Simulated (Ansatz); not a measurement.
Runs of Ansatz 0.2.0 on Tl3S. It takes space group I4/mmm (No. 139, tetragonal). The conventional cell has a = 4.702 Å, b = 4.702 Å, c = 10.286 Å, α = 90.00°, β = 90.00°, γ = 90.00°. Tl (site symmetry 4/mmm) is surrounded by 4 S at 3.32 Å and 8 Tl at 3.48 Å. Tl (site symmetry -4m2) has 8 Tl at 3.32 to 3.48 Å and 4 S at 3.48 Å as nearest neighbours. S (site symmetry 4/mmm) has 12 Tl at 3.32 to 3.48 Å as nearest neighbours. The cell comes from a database or a generator and needn't be the stable form of this composition.

```tsv
share of exact exchange	gap on the mesh (eV)	pressure (GPa)
0.1	none	(b)
0.15	none	-0.5
0.4	none	-1.3
0.3	none	-1.0
0.05	none	(a)
0.5	none	-1.6
0.2	none	-0.7
0.25	none	-0.8
```

Alike in all rows: task single point; level HSE06 form with a typed share of exact exchange; potentials or basis Ansatz PAW; no spin polarisation; cell as given; k mesh 4 × 4 × 4; cutoff (eV) 420; smearing fermi-dirac 0.05 eV; the mesh is coarse, so values aren't converged.

Question: Estimate the missing entries.

Answer: (a) -0.1; (b) -0.3.

Caveats: all runs use coarse meshes; the PAW data sets come from PBE, with cores solved anew for the run's functional, which leaves a small shift of forces and pressure; the thresholds are loose for stress.

A k mesh can miss the band edges, and the runs leave out spin-orbit coupling on Tl.

A gap of «none» marks a metal or a gap under the smearing width.
